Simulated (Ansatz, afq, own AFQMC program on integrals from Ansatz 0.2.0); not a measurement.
# WC (quintet): quantum Monte Carlo beside coupled cluster, def2-TZVP

How near does AFQMC come to the top of the ladder for WC (quintet)?

Computed with Ansatz 0.2.0, Gaussian basis, and an in-house AFQMC program (afq) on its integrals; all values are calculated. Level: def2-TZVP, frozen cores.

To be run: PBE (unrestricted); r2SCAN (unrestricted); PBE0 (unrestricted); B3LYP (unrestricted); wB97M-V (unrestricted); CCSD(T) on UHF; B2PLYP (unrestricted); CCSDT(Q) on UHF; Phaseless AFQMC, CISD trial on UHF.

## (1) The geometry

The geometry is a PBE0/def2-TZVP stationary point (not a proven minimum) of the parent state, kept for this charge and spin. No spin-orbit coupling is included. Elements past krypton take def2 core potentials.

2 atoms, charge 0, spin multiplicity 5.

Atoms are counted from 1 here; the program's logs count them from 0.

Bond lengths: W1–C2 1.699 Å.

Coordinates:

```xyz
2
CW
W     0.00000    0.00000    0.00000
C     0.00000    0.00000    1.69880
```

## (2) PBE (unrestricted)

The input, in.yaml:

```yaml
crystal:
  periodic: [false, false, false]
  atoms:
    - {symbol: W, position_ang: [0.000000, 0.000000, 0.000000]}
    - {symbol: C, position_ang: [0.000000, 0.000000, 1.698800]}
basis:
  gaussian: {orbitals: def2-TZVP}
magnetization: {spin_polarized: true, initial_magnetization: 4}
hamiltonian: {xc: {name: PBE}}
output: {orbitals: {seedname: orbitals}}
```

Started as:

```console
> ansatz run in.yaml --threads 1 --pin off --events-out ev --progress --plain --max-ram 5632MiB --backend cpu
```

Output:

```text
Functional definition: PBE
  name "PBE"
  cite "Perdew, Burke & Ernzerhof, Phys. Rev. Lett. 77, 3865 (1996) doi:10.1103/PhysRevLett.77.3865"
  parent pbe
  parameter kappa = 0.804
  parameter beta = 0.06672455060314922
  exchange = pbe_x(kappa = kappa, mu = beta*pi^2/3)
  correlation = pbe_c(beta = beta)
504 factors; their error is unknown
mean field evaluation 1: about -2846.4268 eV, gradient 4.6e1 eV
mean field evaluation 2: about -2752.7418 eV, gradient 1.2e2 eV
mean field evaluation 4: about -2852.2013 eV, gradient 2.9e1 eV
mean field evaluation 8: about -2856.1003 eV, gradient 2.5e-1 eV
mean field evaluation 16: about -2856.0982 eV, gradient 5.4e-5 eV
mean field evaluation 32: about -2855.5601 eV, gradient 7.4e-1 eV
mean field -2856.09822131 eV, -104.9596737003 hartree, gradient 4.7e-6 eV, S^2 6.033563; 4 other end points of the search recorded, 0 dependent functions left out
reference -2856.09825745 eV, -104.9596750283 hartree; 12, 8 occupied and 59, 63 virtual orbitals, 504 factors
Total energy: -2856.09825745 eV, -104.9596750283 hartree
```

Wall time 3 s (1 thread of AMD EPYC 7R13 (Zen 3), shared host); peak memory 1.6 GiB.

From the report: ⟨S²⟩ of the determinant 6.034 (pure quintet: 6.00).

## (3) r2SCAN (unrestricted)

Changes to in.yaml since step 2:

```diff
@@ -8,3 +8,2 @@
 magnetization: {spin_polarized: true, initial_magnetization: 4}
-hamiltonian: {xc: {name: PBE}}
-output: {orbitals: {seedname: orbitals}}
+hamiltonian: {xc: {name: r2SCAN}}
```

Same command.

Output:

```text
Functional definition: r2SCAN
  name "r2SCAN"
  cite "Furness, Kaplan, Ning, Perdew & Sun, J. Phys. Chem. Lett. 11, 8208 (2020) doi:10.1021/acs.jpclett.0c02405"
  cite "Furness, Kaplan, Ning, Perdew & Sun, J. Phys. Chem. Lett. 11, 9248 (2020) doi:10.1021/acs.jpclett.0c03077"
  parent r2scan
  parameter k0 = 0.174
  parameter k1 = 0.065
  parameter a1 = 4.9479
  exchange = r2scan_x(k0 = k0, k1 = k1, a1 = a1)
  correlation = r2scan_c
504 factors; their error is unknown
mean field evaluation 1: about -2849.1213 eV, gradient 4.1e1 eV
mean field evaluation 2: about -2783.6683 eV, gradient 1.0e2 eV
mean field evaluation 4: about -2855.4025 eV, gradient 1.7e1 eV
mean field evaluation 8: about -2856.7972 eV, gradient 1.5e-1 eV
mean field evaluation 16: about -2856.7990 eV, gradient 1.6e-4 eV
mean field evaluation 32: about -2856.2188 eV, gradient 1.0e0 eV
mean field -2856.79903708 eV, -104.9854282046 hartree, gradient 9.5e-6 eV, S^2 6.071907; 4 other end points of the search recorded, 0 dependent functions left out
reference -2856.79905165 eV, -104.9854287404 hartree; 12, 8 occupied and 59, 63 virtual orbitals, 504 factors
Total energy: -2856.79905165 eV, -104.9854287404 hartree
```

It took 7 s on 1 thread of AMD EPYC 7R13 (Zen 3), shared host; peak memory 1.6 GiB.

From the report: ⟨S²⟩ of the determinant 6.072 (pure quintet: 6.00).

## (4) PBE0 (unrestricted)

Changes to in.yaml since step 3:

```diff
@@ -8,2 +8,3 @@
 magnetization: {spin_polarized: true, initial_magnetization: 4}
-hamiltonian: {xc: {name: r2SCAN}}
+hamiltonian: {xc: {name: PBE0}}
+output: {orbitals: {seedname: orbitals}}
```

Same command.

Output:

```text
Functional definition: PBE0
  name "PBE0"
  cite "Adamo & Barone, J. Chem. Phys. 110, 6158 (1999) doi:10.1063/1.478522"
  cite "Perdew, Burke & Ernzerhof, Phys. Rev. Lett. 77, 3865 (1996) doi:10.1103/PhysRevLett.77.3865"
  parent pbe
  parameter a = 0.25
  parameter kappa = 0.804
  parameter beta = 0.06672455060314922
  exchange = (1 - a)*pbe_x(kappa = kappa, mu = beta*pi^2/3) + a*exact_x
  correlation = pbe_c(beta = beta)
580 factors; their error is unknown
mean field evaluation 1: about -2848.3553 eV, gradient 3.7e1 eV
mean field evaluation 2: about -2809.6959 eV, gradient 9.0e1 eV
mean field evaluation 4: about -2854.3157 eV, gradient 8.0e0 eV
mean field evaluation 8: about -2854.6513 eV, gradient 9.4e-2 eV
mean field evaluation 16: about -2854.6670 eV, gradient 3.7e-5 eV
mean field -2854.66700670 eV, -104.9070775333 hartree, gradient 1.2e-5 eV, S^2 6.059386; 1 other end points of the search recorded, 0 dependent functions left out
reference -2854.66703367 eV, -104.9070785247 hartree; 12, 8 occupied and 59, 63 virtual orbitals, 580 factors
Total energy: -2854.66703367 eV, -104.9070785247 hartree
```

It took 2.4 s on 1 thread of AMD EPYC 7R13 (Zen 3), shared host; peak memory 1.6 GiB.

From the report: ⟨S²⟩ of the determinant 6.059 (pure quintet: 6.00).

## (5) B3LYP (unrestricted)

Changes to in.yaml since step 4:

```diff
@@ -8,3 +8,2 @@
 magnetization: {spin_polarized: true, initial_magnetization: 4}
-hamiltonian: {xc: {name: PBE0}}
-output: {orbitals: {seedname: orbitals}}
+hamiltonian: {xc: {name: B3LYP}}
```

Launched as before.

Output, cut to the lines that bear on the results:

```text
Functional definition: B3LYP
  name "B3LYP"
  cite "Stephens, Devlin, Chabalowski & Frisch, J. Phys. Chem. 98, 11623 (1994) doi:10.1021/j100096a001"
  cite "Becke, Phys. Rev. A 38, 3098 (1988) doi:10.1103/PhysRevA.38.3098"
  cite "Lee, Yang & Parr, Phys. Rev. B 37, 785 (1988) doi:10.1103/PhysRevB.37.785"
  cite "Vosko, Wilk & Nusair, Can. J. Phys. 58, 1200 (1980) doi:10.1139/p80-159"
[...]
573 factors; their error is unknown
[...]
mean field -2856.76683684 eV, -104.9842448677 hartree, gradient 6.1e-6 eV, S^2 6.031388; 1 other end points of the search recorded, 0 dependent functions left out
reference -2856.76701508 eV, -104.9842514178 hartree; 12, 8 occupied and 59, 63 virtual orbitals, 573 factors
Total energy: -2856.76701508 eV, -104.9842514178 hartree
```

Run time: 3.6 s. Hardware: 1 thread of AMD EPYC 7R13 (Zen 3), shared host; peak memory 1.6 GiB.

From the report: ⟨S²⟩ of the determinant 6.031 (pure quintet: 6.00).

## (6) wB97M-V (unrestricted)

Changes to in.yaml since step 5:

```diff
@@ -8,2 +8,3 @@
 magnetization: {spin_polarized: true, initial_magnetization: 4}
-hamiltonian: {xc: {name: B3LYP}}
+hamiltonian: {xc: {name: wB97M-V}}
+output: {orbitals: {seedname: orbitals}}
```

Same command.

Output, cut to the lines that bear on the results:

```text
Functional definition: wB97M-V
  name "wB97M-V"
  cite "Mardirossian & Head-Gordon, J. Chem. Phys. 144, 214110 (2016) doi:10.1063/1.4952647"
  cite "Becke, J. Chem. Phys. 107, 8554 (1997) doi:10.1063/1.475007"
  cite "Vydrov & Van Voorhis, J. Chem. Phys. 133, 244103 (2010) doi:10.1063/1.3521275"
  # Of w^i u^j: cxij and so on, Table III.
[...]
  gx(w, u) = 1 - cx + cx01*u + cx10*w
  gss(w, u) = css00 + css04*u^4 + css10*w + css20*w^2 + css43*w^4*u^3
  gos(w, u) = cos00 + cos10*w + (cos20 + cos21*u)*w^2 + (cos60 + cos61*u)*w^6
[...]
      + integral(e_c_pw_mod_opposite_spin*gos(b97_w_opposite, b97_u_opposite)) + vv10(b, c)
548 factors; their error is unknown
114 factors; integrals over basis functions are off by at most 2.2e-5 eV
[...]
mean field -2852.91131750 eV, -104.8425571455 hartree, gradient 1.1e-5 eV, S^2 6.037863; 2 other end points of the search recorded, 0 dependent functions left out
reference -2852.91135237 eV, -104.8425584270 hartree; 12, 8 occupied and 59, 63 virtual orbitals, 548 factors
Total energy: -2852.91135237 eV, -104.8425584270 hartree
```

It took 16 s on 1 thread of AMD EPYC 7R13 (Zen 3), shared host; peak memory 1.6 GiB.

From the report: ⟨S²⟩ of the determinant 6.038 (pure quintet: 6.00).

## (7) CCSD(T) on UHF

Changes to in.yaml since step 6:

```diff
@@ -8,3 +8,2 @@
 magnetization: {spin_polarized: true, initial_magnetization: 4}
-hamiltonian: {xc: {name: wB97M-V}}
-output: {orbitals: {seedname: orbitals}}
+correlation: {method: ccsd_t, electrons: outside_noble_gas, hamiltonian_folder: ham}
```

Started as:

```console
> ansatz run in.yaml --threads 1 --pin off --events-out ev --progress --plain --max-ram 16896MiB --backend cuda --devices 0, --max-vram 18GiB
```

Output, cut to the lines that bear on the results:

```text
Functional definition: HF
  name "HF"
  cite "Fock, Z. Phys. 61, 126 (1930) doi:10.1007/BF01340294"
  parent pbe
[...]
568 factors; integrals over basis functions are off by at most 8.8e-4 eV
[...]
mean field -2832.24641360 eV, -104.0831359343 hartree, gradient 2.2e-6 eV, S^2 6.640599; 30 other end points of the search recorded, 0 dependent functions left out
determinant -2832.24641360 eV, -104.0831359343 hartree, with singles and doubles -2839.44645766 eV, -104.3477326729 hartree
determinant -2831.66733916 eV, -104.0618553411 hartree, with singles and doubles -2838.90724424 eV, -104.3279169455 hartree
determinant -2830.35926136 eV, -104.0137843686 hartree, with singles and doubles -2837.46001493 eV, -104.2747322493 hartree
determinant -2830.35593839 eV, -104.0136622516 hartree, with singles and doubles -2837.46103521 eV, -104.2747697439 hartree
[...]
determinant -2828.85650284 eV, -103.9585590114 hartree, with singles and doubles -2835.01581360 eV, -104.1849095071 hartree
determinant -2828.80092553 eV, -103.9565165830 hartree, with singles and doubles -2835.50295522 eV, -104.2028116313 hartree
determinant -2832.24641360 eV, -104.0831359343 hartree, with singles and doubles -2839.46372771 eV, -104.3483673357 hartree
determinant -2831.66733916 eV, -104.0618553411 hartree, with singles and doubles -2838.89816600 eV, -104.3275833263 hartree
5 core orbitals not correlated: weight in the atoms' cores, before any rotation towards them, 0.992 or more for the frozen orbitals, at most 0.007 for the correlated occupied ones
reference -2832.24641360 eV, -104.0831359343 hartree; 7, 3 occupied and 59, 63 virtual orbitals, 568 factors
second order -6.27630325 eV of doubles, -0.00000000 eV of singles
cycle   1  -7.21731168 eV  change    2.4e-6 eV  update   1.8e-6
perturbative correction -0.44850999 eV, -0.0164824380 hartree
Total energy: -2839.91223527 eV, -104.3648496846 hartree
```

Run time: 32 s. Hardware: 1 × NVIDIA H100 80GB HBM3 with 1 thread of AMD EPYC 7R13 (Zen 3), shared host; peak host memory 1.6 GiB.

From the report: ⟨S²⟩ of the determinant 6.641 (pure quintet: 6.00); correlation -7.6658 eV; T1 0.085; largest double amplitude 0.07. The determinant is far from a pure spin state, so its energy mixes those of several spin states (harmless only where they are near-degenerate, as at dissociation).

This run also writes the integrals to the folder ham.

## (8) B2PLYP (unrestricted)

Changes to in.yaml since step 7:

```diff
@@ -8,2 +8,3 @@
 magnetization: {spin_polarized: true, initial_magnetization: 4}
-correlation: {method: ccsd_t, electrons: outside_noble_gas, hamiltonian_folder: ham}
+hamiltonian: {xc: {name: B2PLYP}}
+correlation: {electrons: outside_noble_gas}
```

Started as:

```console
> ansatz run in.yaml --threads 1 --pin off --events-out ev --progress --plain --max-ram 5632MiB --backend cpu
```

Output, cut to the lines that bear on the results:

```text
Functional definition: B2PLYP
  name "B2PLYP"
  cite "Grimme, J. Chem. Phys. 124, 034108 (2006) doi:10.1063/1.2148954"
  cite "Becke, Phys. Rev. A 38, 3098 (1988) doi:10.1103/PhysRevA.38.3098"
  cite "Lee, Yang & Parr, Phys. Rev. B 37, 785 (1988) doi:10.1103/PhysRevB.37.785"
[...]
568 factors; integrals over basis functions are off by at most 8.8e-4 eV
[...]
mean field -2847.16673775 eV, -104.6314477332 hartree, gradient 5.3e-6 eV, S^2 6.112786; 4 other end points of the search recorded, 0 dependent functions left out
5 core orbitals not correlated: weight in the atoms' cores, before any rotation towards them, 0.994 or more for the frozen orbitals, at most 0.004 for the correlated occupied ones
reference -2847.16685003 eV, -104.6314518595 hartree; 7, 3 occupied and 59, 63 virtual orbitals, 568 factors
second order -9.95324269 eV of doubles, -0.00000000 eV of singles
Total energy: -2849.85422555 eV, -104.7302110885 hartree
```

Run time: 4 s. Hardware: 1 thread of AMD EPYC 7R13 (Zen 3), shared host; peak memory 1.6 GiB.

From the report: ⟨S²⟩ of the determinant 6.113 (pure quintet: 6.00).

## (9) CCSDT(Q) on UHF

Changes to in.yaml since step 8:

```diff
@@ -8,3 +8,2 @@
 magnetization: {spin_polarized: true, initial_magnetization: 4}
-hamiltonian: {xc: {name: B2PLYP}}
-correlation: {electrons: outside_noble_gas}
+correlation: {method: ccsdt_q, electrons: outside_noble_gas}
```

Started as:

```console
> ansatz run in.yaml --threads 1 --pin off --events-out ev --progress --plain --max-ram 16896MiB --backend cuda --devices 0, --max-vram 18GiB
```

Output, cut to the lines that bear on the results:

```text
Functional definition: HF
  name "HF"
  cite "Fock, Z. Phys. 61, 126 (1930) doi:10.1007/BF01340294"
  parent pbe
[...]
968 factors; integrals over basis functions are off by at most 1.4e-7 eV
[...]
mean field -2832.24643209 eV, -104.0831366137 hartree, gradient 2.2e-6 eV, S^2 6.640599; 26 other end points of the search recorded, 0 dependent functions left out
determinant -2832.24643209 eV, -104.0831366137 hartree, with singles and doubles -2839.44431768 eV, -104.3476540301 hartree
determinant -2831.66735580 eV, -104.0618559528 hartree, with singles and doubles -2838.90706874 eV, -104.3279104958 hartree
determinant -2830.35928294 eV, -104.0137851616 hartree, with singles and doubles -2837.45674482 eV, -104.2746120750 hartree
determinant -2830.08257183 eV, -104.0036162157 hartree, with singles and doubles -2836.35376034 eV, -104.2340781427 hartree
[...]
determinant -2828.85651969 eV, -103.9585596306 hartree, with singles and doubles -2835.01394703 eV, -104.1848409119 hartree
determinant -2832.24643209 eV, -104.0831366137 hartree, with singles and doubles -2839.46373829 eV, -104.3483677247 hartree
determinant -2831.66735580 eV, -104.0618559528 hartree, with singles and doubles -2838.89817562 eV, -104.3275836797 hartree
5 core orbitals not correlated: weight in the atoms' cores, before any rotation towards them, 0.992 or more for the frozen orbitals, at most 0.007 for the correlated occupied ones
reference -2832.24643209 eV, -104.0831366137 hartree; 7, 3 occupied and 59, 63 virtual orbitals, 968 factors
second order -6.27630150 eV of doubles, -0.00000000 eV of singles
cycle   1  -6.31493276 eV  change   -3.9e-2 eV  update   1.5e-1
[...]
cycle  28  -7.72480378 eV  change   -6.9e-7 eV  update   3.1e-7
perturbative correction -0.06133762 eV, -0.0022541161 hartree
Total energy: -2840.03257349 eV, -104.3692720325 hartree
```

Wall time 20 s (1 × NVIDIA H100 80GB HBM3 with 1 thread of AMD EPYC 7R13 (Zen 3), shared host); peak host memory 1.6 GiB.

From the report: ⟨S²⟩ of the determinant 6.641 (pure quintet: 6.00); correlation -7.7861 eV; T1 0.092; largest double amplitude 0.08. The determinant is far from a pure spin state, so its energy mixes those of several spin states (harmless only where they are near-degenerate, as at dissociation).

## (10) Phaseless AFQMC, CISD trial on UHF

It reads the integrals that the CCSD(T) run on this determinant wrote.

Started as:

```console
> afq ham --method phaseless --trial cisd --walkers 3800 --populations 20 --least-time 60 --time-step 0.005 --steps-per-block 50 --equilibration-blocks 40 --max-blocks 4000 --target-error 0.00019 --factor-cut 1e-05 --start spin_pure --seed 8868 --release-times 0.24,0.51,0.99,1.62,2.4 --release-step 0.03 --release-every 3 --taylor-order 6
```

Output:

```text
orbitals 66  electrons 7 3  factors 517 of 568
reference energy -104.08313593 Eh
CCSD correlation -0.26523103 Eh in 15 cycles, weight of the determinant in the CISD state 0.7422
energy of the start -104.308308 Eh
 block  time / (1/Eh)  mean weight  energy / Eh
     1     0.250  1.0003  -104.326962
     2     0.500  1.0004  -104.340467
     3     0.750  1.0003  -104.349244
     4     1.000  0.9998  -104.354003
     5     1.250  1.0002  -104.357799
     6     1.500  0.9999  -104.360613
     7     1.750  1.0003  -104.363744
     8     2.000  0.9998  -104.364050
     9     2.250  0.9999  -104.364803
    10     2.500  0.9998  -104.364907
    13     3.250  1.0000  -104.369576
    16     4.000  0.9998  -104.368311
    19     4.750  1.0002  -104.367174
    22     5.500  0.9997  -104.367170
    25     6.250  0.9999  -104.365960
    28     7.000  1.0001  -104.368290
    31     7.750  1.0000  -104.367884
    34     8.500  1.0004  -104.366321
    37     9.250  1.0000  -104.369049
    40    10.000  1.0003  -104.368129
    43    10.750  0.9998  -104.367757
    46    11.500  1.0000  -104.371495
    49    12.250  1.0002  -104.366601
    52    13.000  1.0004  -104.366622
    55    13.750  1.0002  -104.365736
    58    14.500  1.0001  -104.369685
    61    15.250  0.9999  -104.363302
    64    16.000  0.9998  -104.366956
    67    16.750  0.9998  -104.365642
    70    17.500  0.9996  -104.364396
    73    18.250  1.0005  -104.363692
    76    19.000  0.9999  -104.365412
    79    19.750  0.9999  -104.364442
    82    20.500  0.9997  -104.364888
    85    21.250  0.9998  -104.367129
    88    22.000  0.9999  -104.367900
    91    22.750  1.0002  -104.367170
    94    23.500  1.0000  -104.366818
    97    24.250  0.9999  -104.364740
   100    25.000  0.9999  -104.365858
   103    25.750  0.9997  -104.365204
   106    26.500  0.9995  -104.367074
   109    27.250  0.9999  -104.364076
   112    28.000  0.9997  -104.364856
   115    28.750  1.0001  -104.367364
   118    29.500  0.9995  -104.366456
   121    30.250  1.0001  -104.363192
   124    31.000  1.0004  -104.364734
   127    31.750  1.0000  -104.360925
   130    32.500  0.9998  -104.364016
   133    33.250  1.0000  -104.363060
   136    34.000  1.0006  -104.368969
   139    34.750  1.0000  -104.366358
   142    35.500  1.0002  -104.364976
   145    36.250  1.0001  -104.362779
error from the spread of 20 populations
released: time / (1/Eh)  energy / Eh  error  mean overlap
  0.24  -104.362654  0.003546  1.0002
  0.51  -104.366766  0.000249  1.0008
  0.99  -104.367526  0.000258  1.0003
  1.62  -104.367766  0.000224  1.0021
  2.40  -104.368426  0.000333  1.0028
energy -104.365660 +/- 0.000271 Eh
```

Wall time 4.1 min (1 × NVIDIA H100 80GB HBM3 with 2 threads of AMD EPYC 7R13 (Zen 3), shared host); peak host memory 1.7 GiB.

Energy -2839.9343 ± 0.0074 eV. Caveats: constraint bias not in the error.

## (11) All levels side by side

On the UHF determinant, counted from CCSDT(Q) (a yardstick, not exact):

| level | energy (eV) | from CCSDT(Q) (kcal/mol) | statistical error (kcal/mol) | time |
| --- | --- | --- | --- | --- |
| HF | -2832.2464 | +179.55 |  |  |
| MP2 | -2838.5227 | +34.82 |  |  |
| CCSD | -2839.4637 | +13.12 |  |  |
| CCSD(T) | -2839.9122 | +2.78 |  |  |
| CCSDT(Q) | -2840.0326 | 0.00 |  |  |
| Phaseless AFQMC, CISD trial, step 0.005, 3800 walkers | -2839.9343 | +2.27 | 0.17 | 4.1 min |

The functionals' totals stand on their own zeros and serve differences with other points: PBE -2856.098 eV; r2SCAN -2856.799 eV; PBE0 -2854.667 eV; B3LYP -2856.767 eV; wB97M-V -2852.911 eV; B2PLYP -2849.854 eV.

## (12) Results

| quantity | value |
| --- | --- |
| CCSD(T) on UHF from CCSDT(Q) | +2.78 kcal/mol |
| Phaseless AFQMC, CISD trial on UHF from CCSDT(Q) | +2.27 ± 0.17 kcal/mol |

**Reading.** On UHF the phaseless walk with the CISD trial lies +2.27 kcal/mol from CCSDT(Q), 13 times its error bar. Error bars are statistical and leave out the constraint, the time step and what remains of the start. W carries a core potential, and spin-orbit coupling is left out.
